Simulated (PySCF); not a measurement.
**The bond of TaF+, level by level**

One table from this session's results is given with a row withheld; the runs are named, their logs left out.

Program: PySCF 2.14.0. Level of theory: Ta def2-TZVPPD with ECP60, F def2-TZVPPD, scalar-relativistic core potentials. These are calculated values, not measurements.

Set-up of the first run:

Settings of the job:

```json
{
 "atoms": "Ta, F",
 "charge": "1",
 "basis": "Ta def2-TZVPPD with ECP60, F def2-TZVPPD",
 "Hamiltonian": "scalar-relativistic core potentials",
 "basis functions": "99",
 "electrons treated": "21",
 "masses in u": "180.9480, 18.9984",
 "levels": "PBE0, PBE, r²SCAN, MN15, B2PLYP, LDA, M06-L, BLYP, ωB97X, HF, MP2, SCS-MP2, CCSD, CCSD(T)",
 "grid": "80 radial by 434 angular points",
 "occupations": "held fixed by the projection of orbital angular momentum",
 "dissociation limit": "Ta+ + F, each in its ground configuration",
 "starting distance in angstrom": "2.075",
 "values of 2S to try": "1, 3, 5, 7"
}
```

On the command line:

```bash
$ OMP_NUM_THREADS=2 python dia.py task.json out
```

Steps of the session up to this table: Set-up; The PBE0 curve of the state that the search chose; Higher solutions at PBE0; PBE (GGA); r²SCAN (meta-GGA); MN15; B2PLYP; LDA; M06-L; BLYP (GGA); ωB97X (range-separated hybrid); UHF (mean field); MP2 and coupled cluster.

One table of the session follows, with a row left open; its other results are not shown here.

It belongs to the step «Constants by level of theory». 

```
      level  Re (Å)  ωe (cm⁻¹)  De (eV)
        UHF   1.786        793     3.61
    UHF-MP2   1.772        815     6.30
UHF-SCS-MP2   1.778        803     6.08
   UHF-CCSD   1.778        805     5.75
UHF-CCSD(T)       ?          ?        ?
        LDA   1.758        824     7.50
        PBE   1.780        785     6.44
       BLYP   1.793        769     6.30
     r²SCAN   1.776        798     5.97
      M06-L   1.786        776     6.36
       PBE0   1.769        807     5.91
       MN15   1.767        822     6.54
      ωB97X   1.780        791     6.20
     B2PLYP   1.780        795     6.06
```

**Question.** Estimate the row for UHF-CCSD(T).

The run gave: Re (Å): 1.781; ωe (cm⁻¹): 799; De (eV): 6.03. In the column «Re (Å)» it lies between B2PLYP (1.780) and UHF (1.786).
